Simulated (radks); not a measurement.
**Al⁴⁺ in 1s1.5 2s2 2p5 3p0.5: an all-electron calculation**

What are the levels of the aluminium ion Al4+, how large are its shells, and how does its energy divide?

Method: Dirac Kohn-Sham, PBE, spin-unpolarised, spherical densities, finite nucleus; open shells fill j = l - 1/2 first. Code: radks (a radial shooting solver on a logarithmic mesh, Libxc functionals) version 1.

### 1 What is computed

| Quantity | Value |
| --- | --- |
| element | aluminium (Z = 13) |
| charge | +4 |
| electrons | 9 |
| configuration | 1s1.5 2s2 2p5 3p0.5 |
| nuclear rms radius | 3.061 fm |

### 2 Self-consistent calculation

Input:

```text
Z 13
configuration 1s1.5 2s2 2p5 3p0.5
relativity Dirac
functional pbe,pbe
spin unpolarised
j_filling energy
nucleus finite rms 3.061 fm
c 137.035999084
```

Q: Predict the outcome of this run.

The runs gave:

```
                        quantity                   value
                    total energy      -207.19721 hartree
exchange-correlation share of it                  7.10 %
                            −T/E                  1.0025
          highest occupied level       3p1/2, -43.839 eV
    most extended occupied level  3p1/2, <r> = 1.86 bohr
 radius at density 0.001 e/bohr³               2.79 bohr
    maxima of the radial density                       2
```

What this shows: 3 principal shells are occupied and 2 maxima appear in the radial density; where shells overlap, one shows as a shoulder or not at all. Relativity lifts −T/E to 1.002. This is not the tabulated ground configuration, so its levels and sizes aren't those of the ground state, and no measured value stands beside it.
